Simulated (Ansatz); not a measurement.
**YS: a relaxation**

Aim: a sound relaxation of YS. The structure is shown as the input types it.

Program: Ansatz 0.2.0. Level of theory: DFT, r2SCAN, PAW with Ansatz's default frozen-core files, scalar-relativistic. These are calculated values, not measurements.

### 1 The structure to begin with

The structure is cubic, space group Fm-3m (No. 225). The conventional cell has a = 5.094 Å, b = 5.094 Å, c = 5.094 Å, α = 90.00°, β = 90.00°, γ = 90.00°. Y (site symmetry m-3m) has 6 S at 2.55 Å as nearest neighbours. S (site symmetry m-3m) has 6 Y at 2.55 Å as nearest neighbours.

Coordinates:

```xyz
2
Lattice="0.0000 2.5470 2.5470 2.5470 0.0000 2.5470 2.5470 2.5470 0.0000" Properties=species:S:1:pos:R:3 pbc="T T T"
Y     2.5470    2.5470    2.5470
S     0.0000    0.0000    0.0000
```

### 2 The run

File input.yaml:

```yaml
crystal:
  lattice:
    - [0.0, 2.5469790407, 2.5469790407]
    - [2.5469790407, 0.0, 2.5469790407]
    - [2.5469790407, 2.5469790407, 0.0]
  atoms:
    - { symbol: "Y", position: [0.5, 0.5, 0.5] }
    - { symbol: S, position: [0.0, 0.0, 0.0] }
kpoints:
  mp_grid: { grid: [9, 8, 10] }
scf:
  occupations: { method: fermi_dirac, width: 0.03 }
  max_iter: 100
hamiltonian:
  xc: r2scan
  pseudopotentials: { kind: paw }
output:
  forces: true
  stress: true
relax:
  f_tol: 0.01
  max_steps: 30
```

Run with:

```sh
$ ansatz run input.yaml --threads 1 --pin off --max-ram 2048MiB --backend cpu --events-out ev --progress --plain --runs-dir out
```

**Question.** How will this run end, and is anything wrong with its input?

This run ends as converged, with warnings (stress scf threshold loose, symmetry narrowed by mesh). It gives a pressure of 41 GPa, which is large; a structure far from rest gives such values too, whatever the setting.

The suspect setting: kpoints.mp_grid.grid is [9, 8, 10]. Unequal divisions along equivalent axes break the crystal's symmetry in the sampling.

Run again and compare: set kpoints.mp_grid.grid to [9, 9, 9].
